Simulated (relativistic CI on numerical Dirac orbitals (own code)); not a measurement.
# Fe⁺: L2,3 absorption multiplets

Wanted: the shape of the L2,3 absorption spectrum of Fe⁺ in 5 surroundings, from the same atomic integrals.

The numbers are computed with relativistic CI on numerical Dirac orbitals (own code) version 1 (Dirac-Coulomb-Breit CI, KLI orbitals optimised for each configuration, model QED (radiative potential, 1s self-energy scaled to tabulated hydrogen-like ionisation energies), valence Slater integrals scaled by 0.7, multiplet model of core-to-valence dipole absorption), except any that are marked as measured or tabulated.

### 1 What is computed

| Quantity | Value |
| --- | --- |
| ion | Fe⁺ (Fe II) |
| nuclear charge | 26 |
| electrons | 25 |
| configurations | [Ar] 3d7 → [He] 2s2 2p5 3s2 3p6 3d8 |
| magnetising field for the dichroism, Lz and Sz | exchange field 10 meV on Sz; these come from the lowest magnetised state alone (0 K) |
| temperature of the isotropic spectrum | 300 K |
| widths | Lorentz 0.6 eV, Gauss 0.3 eV |
| surrounding 1 | free ion |
| surrounding 2 | D4h, 10Dq = 7450, Ds = -1500, Dt = 340 cm⁻¹ |
| surrounding 3 | D4h, 10Dq = 7450, Ds = -860, Dt = 340 cm⁻¹ |
| surrounding 4 | D4h, 10Dq = 7450, Ds = -210, Dt = 340 cm⁻¹ |
| surrounding 5 | D4h, 10Dq = 7450, Ds = 430, Dt = 340 cm⁻¹ |

### 2 Surrounding 1: free ion

Settings, as recorded:

```ini
atom Fe  Z=26  charge=1  electrons=25
nucleus A=56  rms_radius_fm=3.7377
hamiltonian dirac-coulomb  breit=on  qed=on  c_scale=1
orbitals kli  potential=per-configuration
slater_scale 0.7
correlation none
mixing on
configurations
  [Ar] 3d7
  [He] 2s2 2p5 3s2 3p6 3d8
end
absorption L2,3 T=300 lorentz=0.6 gauss=0.3
crystal_field free
```

### 3 Surrounding 2: D4h, 10Dq = 7450, Ds = -1500, Dt = 340

The settings differ from step 2 so:

```diff
@@ -12,2 +12,2 @@
 absorption L2,3 T=300 lorentz=0.6 gauss=0.3
-crystal_field free
+crystal_field D4h 10Dq=7450 Ds=-1500 Dt=340
```

### 4 Surrounding 3: D4h, 10Dq = 7450, Ds = -860, Dt = 340

The settings differ from step 3 so:

```diff
@@ -12,2 +12,2 @@
 absorption L2,3 T=300 lorentz=0.6 gauss=0.3
-crystal_field D4h 10Dq=7450 Ds=-1500 Dt=340
+crystal_field D4h 10Dq=7450 Ds=-860 Dt=340
```

### 5 Surrounding 4: D4h, 10Dq = 7450, Ds = -210, Dt = 340

The settings differ from step 4 so:

```diff
@@ -12,2 +12,2 @@
 absorption L2,3 T=300 lorentz=0.6 gauss=0.3
-crystal_field D4h 10Dq=7450 Ds=-860 Dt=340
+crystal_field D4h 10Dq=7450 Ds=-210 Dt=340
```

### 6 Surrounding 5: D4h, 10Dq = 7450, Ds = 430, Dt = 340

The settings differ from step 5 so:

```diff
@@ -12,2 +12,2 @@
 absorption L2,3 T=300 lorentz=0.6 gauss=0.3
-crystal_field D4h 10Dq=7450 Ds=-210 Dt=340
+crystal_field D4h 10Dq=7450 Ds=430 Dt=340
```

(Steps that only read results are left out.)

Q: Predict the outcome of this session. Wanted: highest peak, first run; ground spin; share of the lower edge; core spin-orbit splitting.

The runs gave:

| surrounding | ground S | Lz (0 K) | Sz (0 K) | centroid (eV) | share of the lower edge | up to four highest peaks (% of the highest), eV |
| --- | --- | --- | --- | --- | --- | --- |
| 1: free | 1.50 | -3.00 | -1.50 | 709.87 | 0.852 | 707.2 (78), 708.0 (100), 709.6 (24), 720.6 (37) |
| 2: D4h | 1.50 | -1.75 | -1.49 | 711.16 | 0.777 | 707.9 (100), 720.8 (31) |
| 3: D4h | 1.50 | -1.66 | -1.49 | 711.16 | 0.775 | 707.9 (100), 708.7 (77), 720.6 (33) |
| 4: D4h | 1.50 | -1.52 | -1.48 | 711.14 | 0.776 | 707.9 (100), 708.7 (83), 720.5 (36) |
| 5: D4h | 1.50 | -1.14 | -1.36 | 710.94 | 0.788 | 707.9 (100), 708.8 (88), 720.4 (34) |

```
                                 quantity           value
                  highest peak, first run        708.0 eV
      ground spin (effective S from ⟨S²⟩)            1.50
                  share of the lower edge  0.775 to 0.852
core spin-orbit splitting (without Breit)        12.96 eV
```

The lower edge takes 0.85 of the intensity in surrounding 1, above the statistical 0.67. The highest peak stays in place, within the step of the energy grid, in all surroundings. Edge positions are free-ion values and differ from those in solids by a few eV or more.
